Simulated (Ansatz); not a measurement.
What does this script print? It uses the Ansatz DFT code, driven from Python.

`run_methods.py`
```python
'''C2H7MgN at several levels of theory.'''

import ansatz as az


def main() -> None:
    geometry_ang = [
        ('C', [-0.2554, 1.1794, -0.4426]),
        ('N', [0.3231, -0.0932, -0.5503]),
        ('C', [1.0742, -0.3648, 0.641]),
        ('Mg', [-1.1373, -1.4811, -0.6064]),
        ('H', [0.4688, 2.0141, -0.3924]),
        ('H', [-0.9892, 1.2832, 0.4184]),
        ('H', [-0.8725, 1.4073, -1.3688]),
        ('H', [0.4924, -0.3424, 1.5477]),
        ('H', [1.5684, -1.3558, 0.6067]),
        ('H', [1.925, 0.381, 0.7936]),
        ('H', [-2.532, -2.6849, -0.6263]),
    ]
    mol = az.Crystal.molecule()
    for symbol, xyz in geometry_ang:
        mol = mol.atom(symbol, xyz)

    setup = mol.calculation().basis(gaussian='def2-SVP')

    methods = ['mp2', 'ccsd', 'ccsd_t']
    reports = [setup.correlation(m).run(threads=1).report for m in methods]
    print(f'Hartree-Fock reference {reports[0]["reference_energy_ev"] / 27.211386246:.6f} Ha')
    best = reports[-1]['free_energy_ev'] - reports[-1]['reference_energy_ev']
    for method, each in zip(methods, reports):
        gained = each['free_energy_ev'] - each['reference_energy_ev']
        print(f'{method:8s} total {each["free_energy_ev"] / 27.211386246:.6f} Ha  correlation {gained:9.4f} eV  ({100 * gained / best:.1f} % of the last)')


if __name__ == '__main__':
    main()
```

```console
$ python run_methods.py
Hartree-Fock reference -333.645927 Ha
mp2      total -334.154113 Ha  correlation  -13.8284 eV  (89.1 % of the last)
ccsd     total -334.200452 Ha  correlation  -15.0894 eV  (97.2 % of the last)
ccsd_t   total -334.216314 Ha  correlation  -15.5210 eV  (100.0 % of the last)
```

Caveats:
- Total energies depend on the basis set; only differences at equal settings carry meaning.
- The geometry is a force-field or estimated start, not a minimum of this method, and the basis set is short of its limit. A lower total doesn't mark the better method: functionals have no common bound, and MP2 and coupled cluster aren't variational.
- Inner cores stay frozen; the shell under the valence of alkali and alkaline-earth atoms is correlated with it.
- Timing: 14 s on 1 thread of Intel(R) Xeon(R) 6975P-C (Granite Rapids) (shared host), peak memory 0.49 GiB.

(Lines on the test bed's own set-up are left out of the output.)
